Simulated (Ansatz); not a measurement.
# Mg2CdO3: the cost of one run

Method: DFT PBE, scalar-relativistic, plane waves, PAW, in Ansatz 0.2.0.

**1. The system as given**

The structure is trigonal, space group P-3m1 (No. 164). Conventional cell: a = 3.424 Å, b = 3.424 Å, c = 8.388 Å, α = 90.00°, β = 90.00°, γ = 120.00°. Mg (site symmetry 3m) has 6 O at 2.42 Å as nearest neighbours. Cd (site symmetry -3m) has 6 O at 2.42 Å as nearest neighbours. Around O (site symmetry -3m) lie 6 Mg at 2.42 Å. Around O (site symmetry 3m) lie 3 Mg at 2.42 Å and 3 Cd at 2.42 Å.

Structure file:

```
CELL_PARAMETERS angstrom
3.42439 0.00000 0.00000
-1.71220 2.96561 0.00000
0.00000 0.00000 8.38801
ATOMIC_POSITIONS crystal
Mg 0.33333 0.66667 0.66667
Mg 0.66667 0.33333 0.33333
Cd 0.00000 0.00000 0.00000
O 0.00000 0.00000 0.50000
O 0.33333 0.66667 0.16667
O 0.66667 0.33333 0.83333
```

The start is an ordering of an alloy on its end members' structure types: elements ordered on the sites of the MgO type, Cd/Mg on Mg (P-3m1, No. 164).

**2. A first look at the guess**

input.yaml reads:

```yaml
crystal:
  lattice:
    - [3.42439001, 0.0, 0.0]
    - [-1.71219501, 2.96560874, 0.0]
    - [0.0, 0.0, 8.38800821]
  atoms:
    - { symbol: Mg, position: [0.33333333, 0.66666667, 0.66666667] }
    - { symbol: Mg, position: [0.66666667, 0.33333333, 0.33333333] }
    - { symbol: Cd, position: [0.0, 0.0, 0.0] }
    - { symbol: O, position: [0.0, 0.0, 0.5] }
    - { symbol: O, position: [0.33333333, 0.66666667, 0.16666667] }
    - { symbol: O, position: [0.66666667, 0.33333333, 0.83333333] }
basis:
  ecutwfc: 420
kpoints:
  mp_grid: { grid: [6, 6, 2] }
hamiltonian:
  xc: pbe
scf:
  occupations: { method: gaussian, width: 0.1 }
  lower_state_search: "off"
output:
  forces: true
  stress: true
  eigenvalues: true
```

Launch:

```sh
$ ansatz run input.yaml --threads 1 --pin off --max-ram 2560MiB --backend cpu --events-out ev --progress --plain --runs-dir out
```

Q: Estimate wall time and peak memory on 1 thread of Arm Neoverse N1, shared host.

About 4.7 s, with a peak of 0.34 GiB.
